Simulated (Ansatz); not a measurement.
Relaxation of a periodic cell of 17 atoms, Mg₈O₉ (host MgO, host structure Fm-3m, interstitial O), to a largest force component of 0.08 eV/Å in at most 25 steps.

Theory: DFT PBE-D3(BJ), scalar-relativistic, plane waves, PAW (Ansatz). Settings: accuracy low, cutoff 420 eV, k mesh 2x2x2, fermi-dirac smearing 0.05 eV, spin collinear.

```xyz
17
Lattice="0.0000 3.9070 3.9070 3.9070 0.0000 3.9070 3.9070 3.9070 0.0000" Properties=species:S:1:pos:R:3:forces:R:3
Mg 0.000 0.000 0.000 2.82 2.94 -2.58
O 1.954 1.954 1.954 -5.52 -5.43 5.95
Mg 1.954 1.954 0.000 -3.25 -3.13 -3.06
O 3.907 3.907 1.954 5.71 5.84 5.96
Mg 1.954 0.000 1.954 -0.19 0.11 0.08
O 3.907 1.954 3.907 -0.01 0.00 0.00
Mg 3.907 1.954 1.954 2.60 -2.43 2.77
O 5.861 3.907 3.907 -5.60 5.91 -5.46
Mg 0.000 1.954 1.954 0.10 -0.18 0.02
O 1.954 3.907 3.907 0.00 -0.01 0.00
Mg 1.954 3.907 1.954 -2.17 2.33 2.39
O 3.907 5.861 3.907 5.92 -5.66 -5.61
Mg 1.954 1.954 3.907 0.00 -0.05 -0.08
O 3.907 3.907 5.861 0.00 0.00 0.00
Mg 3.907 3.907 3.907 0.06 0.01 -0.17
O 5.861 5.861 5.861 0.00 0.00 -0.01
O 2.930 2.913 0.950 -0.48 -0.25 -0.21
```

Problem. Where does it end, and by what steps?

Solution. The forces met the threshold. The threshold is loose, so the end isn't yet a minimum. The force dipped under the threshold on the way, but the program's further checks kept it going. Limits of this set-up: coarse k mesh, low accuracy level. After 16 steps the energy has fallen by 8.400 eV; O17 moved furthest, 1.11 Å. Parted: Mg1–O17. Joined: Mg9–O17.

| step | energy less start (eV) | largest force component (eV/Å) | accepted |
| --- | --- | --- | --- |
| 0 | 0.0000 | 5.961 | yes |
| 1 | -3.3795 | 2.980 | yes |
| 2 | -4.5735 | 1.926 | yes |
| 3 | -4.9780 | 0.857 | yes |
| 4 | -5.0277 | 0.553 | yes |
| 5 | -5.0802 | 0.435 | yes |
| 6 | -5.0885 | 0.125 | yes |
| 7 | -5.0910 | 0.143 | yes |
| 8 | -5.4118 | 2.242 | yes |
| 9 | -6.0972 | 2.918 | yes |
| 10 | -6.9402 | 3.141 | yes |
| 11 | -6.0989 | 12.303 | no |
| 12 | -7.5148 | 1.244 | yes |
| 13 | -7.8187 | 0.792 | yes |
| 14 | -8.2074 | 1.085 | yes |
| 15 | -8.3996 | 0.050 | yes |
| 16 | -8.3996 | 0.049 | yes |

```xyz
17
Lattice="0.0000 3.9070 3.9070 3.9070 0.0000 3.9070 3.9070 3.9070 0.0000" Properties=species:S:1:pos:R:3
Mg 0.019 0.056 -0.057
O 2.013 1.534 2.369
Mg 2.010 1.978 -0.227
O 3.965 3.965 1.896
Mg 2.011 -0.111 1.864
O 3.963 2.009 3.847
Mg 3.874 2.011 1.894
O 5.917 3.963 3.848
Mg 0.151 2.012 1.893
O 2.010 3.962 3.849
Mg 2.011 4.129 1.927
O 3.964 5.916 3.848
Mg 2.009 2.038 4.014
O 3.964 3.964 5.803
Mg 4.003 3.963 3.849
O 5.914 5.917 5.801
O 2.014 2.488 1.416
```

Run time: 3 min on 1 thread of Arm Neoverse V1, on a shared host, peak memory 0.47 GiB.
